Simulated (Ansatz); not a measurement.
# C₃H₉NOSi: a ladder of functionals and wavefunction methods

The task here is to estimate one member of a computed series from the others.

The runs use Ansatz 0.2.0, Gaussian basis; functionals in def2-TZVPP, the program's frozen cores in correlated methods.

Levels to be run: PBE-D4, r2SCAN-D4, PBE0-D4, B3LYP-D4, ωB97X-V, ωB97M-V, B2PLYP; CCSD(T)/def2-TZVPP; MP2/def2-QZVPP; extrapolation to the limit.

### The relaxed structure

The geometry comes from an earlier relaxation with PBE0-D4 in a triple-zeta def2 set; it is a stationary point, not always the lowest conformer.

15 atoms, charge 0, spin multiplicity 1.

Atoms are counted from 1 here; the program's logs count them from 0.

Bond lengths: C1–C2 1.330 Å, C1–H7 1.087 Å, C1–H8 1.087 Å, C2–Si3 1.859 Å, C2–H9 1.090 Å, Si3–C4 1.863 Å, Si3–N5 1.723 Å, Si3–O6 1.651 Å, C4–H10 1.093 Å, C4–H11 1.092 Å, C4–H12 1.093 Å, N5–H13 1.008 Å, N5–H14 1.008 Å, O6–H15 0.959 Å. Angles: C2–C1–H7 122.5°, C2–C1–H8 121.8°, H7–C1–H8 115.7°, C1–C2–Si3 124.3°, C1–C2–H9 117.5°, Si3–C2–H9 118.1°, C2–Si3–C4 111.0°, C2–Si3–N5 115.0°, C2–Si3–O6 103.5°, C4–Si3–N5 106.6°, C4–Si3–O6 113.4°, N5–Si3–O6 107.5°, Si3–C4–H10 110.4°, Si3–C4–H11 110.7°, Si3–C4–H12 111.9°, H10–C4–H11 107.9°, H10–C4–H12 107.8°, H11–C4–H12 108.0° and more.

The first run:

File in.yaml:

```yaml
crystal:
  periodic: [false, false, false]
  atoms:
    - {symbol: C, position_ang: [0.240147, 1.674366, -1.585203]}
    - {symbol: C, position_ang: [-0.305560, 1.463493, -0.390518]}
    - {symbol: Si, position_ang: [-0.334807, -0.183139, 0.472771]}
    - {symbol: C, position_ang: [0.295188, -1.534516, -0.643486]}
    - {symbol: N, position_ang: [0.600175, -0.263087, 1.917705]}
    - {symbol: O, position_ang: [-1.919626, -0.367711, 0.897320]}
    - {symbol: H, position_ang: [0.257075, 2.654511, -2.054328]}
    - {symbol: H, position_ang: [0.695729, 0.870322, -2.157285]}
    - {symbol: H, position_ang: [-0.751413, 2.318797, 0.118161]}
    - {symbol: H, position_ang: [0.237454, -2.502282, -0.138712]}
    - {symbol: H, position_ang: [-0.303949, -1.594302, -1.554810]}
    - {symbol: H, position_ang: [1.336347, -1.371476, -0.934773]}
    - {symbol: H, position_ang: [0.478585, 0.431994, 2.637731]}
    - {symbol: H, position_ang: [1.564907, -0.548795, 1.864471]}
    - {symbol: H, position_ang: [-2.090242, -1.048187, 1.550936]}
basis:
  gaussian: {orbitals: def2-TZVPP}
hamiltonian: {xc: pbe, dispersion: d4}
output: {forces: true, orbitals: {seedname: orbitals}}
```

Launch:

```sh
$ ansatz run in.yaml --threads 2 --pin off --events-out ev --progress --plain --max-ram 32768MiB --backend cuda --devices 0, --max-vram 18GiB
```

Among the steps run: PBE-D4 (GGA); r2SCAN-D4 (meta-GGA); PBE0-D4 (hybrid); B3LYP-D4 (hybrid); ωB97X-V (range-separated); ωB97M-V (range-separated); B2PLYP (double hybrid); CCSD(T) in def2-TZVPP; MP2 in def2-QZVPP.

One table of the session follows, with a row left open; its other results are not shown here.

| method | atomisation energy (kJ/mol) |
| --- | --- |
| PBE-D4 | 6032.4 |
| r2SCAN-D4 | 5934.6 |
| PBE0-D4 | 5934.3 |
| B3LYP-D4 | 5939.9 |
| ωB97X-V | 5943.2 |
| ωB97M-V | 5956.6 |
| B2PLYP | 5875.8 |
| HF/def2-TZVPP | 4330.7 |
| MP2/def2-TZVPP | 5868.7 |
| CCSD/def2-TZVPP | 5700.0 |
| CCSD(T)/def2-TZVPP | 5783.1 |
| MP2/CBS | 6028.3 |
| CCSD(T)/CBS | ? |

Q: Estimate the row for CCSD(T)/CBS from the others.

The run gave: atomisation energy (kJ/mol): 5942.6. In the column «atomisation energy (kJ/mol)» it lies between B3LYP-D4 (5939.9) and ωB97X-V (5943.2).

To keep in mind: Free atoms (3 C, 1 Si, 1 N, 1 O, 9 H) were run apart at each level; the atomisation energy is their sum less the molecule, without zero-point or spin-orbit terms.
